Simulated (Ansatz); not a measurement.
**HfB under changes of volume**

One of the cells (12.326 Å³/atom); the others are scaled copies at fixed shape and fractional positions:

```
CELL_PARAMETERS angstrom
0.00000 2.31000 2.31000
2.31000 0.00000 2.31000
2.31000 2.31000 0.00000
ATOMIC_POSITIONS crystal
Hf 0.50000 0.50000 0.50000
B 0.00000 0.00000 0.00000
```

```yaml
Program: Ansatz 0.2.0
Functional: LDA
Potentials_or_basis: all-electron LAPW, scalar-relativistic
Cutoff: 283 eV (chosen from the basis error)
Basis_error_allowed: 0.001 eV/atom
k_mesh: 10 × 10 × 10
Occupations: fermi-dirac, width 0.05 eV
Spin: no spin polarisation
```

| volume (Å³/atom) | energy over the lowest point (meV/atom) | pressure (GPa) |
| --- | --- | --- |
| 11.587 | 170.92 | 35.5 |
| 11.833 | ? | ? |
| 12.080 | 81.60 | 23.3 |
| 12.326 | 50.17 | 18.0 |
| 12.573 | 26.55 | 13.1 |
| 12.819 | 10.03 | 8.7 |
| 13.066 | 0.00 | 4.7 |

Problem. What does the run at 11.833 Å³/atom give?

Solution. Energy over the lowest point 121.57 meV/atom; pressure 29.1 GPa.

Worked out: A Birch-Murnaghan fit of order 3 (a polynomial in V^(-2/3)) to the other rows has its minimum at 13.37 Å³/atom, just outside them, with B0 = V·E''(V) = 187 GPa and B' = 3.8. It gives 121.65 meV/atom at 11.833 Å³/atom, against the run's 121.57, and -dE/dV = 29.0 GPa, against 29.1.

Energies are extrapolated to zero smearing.
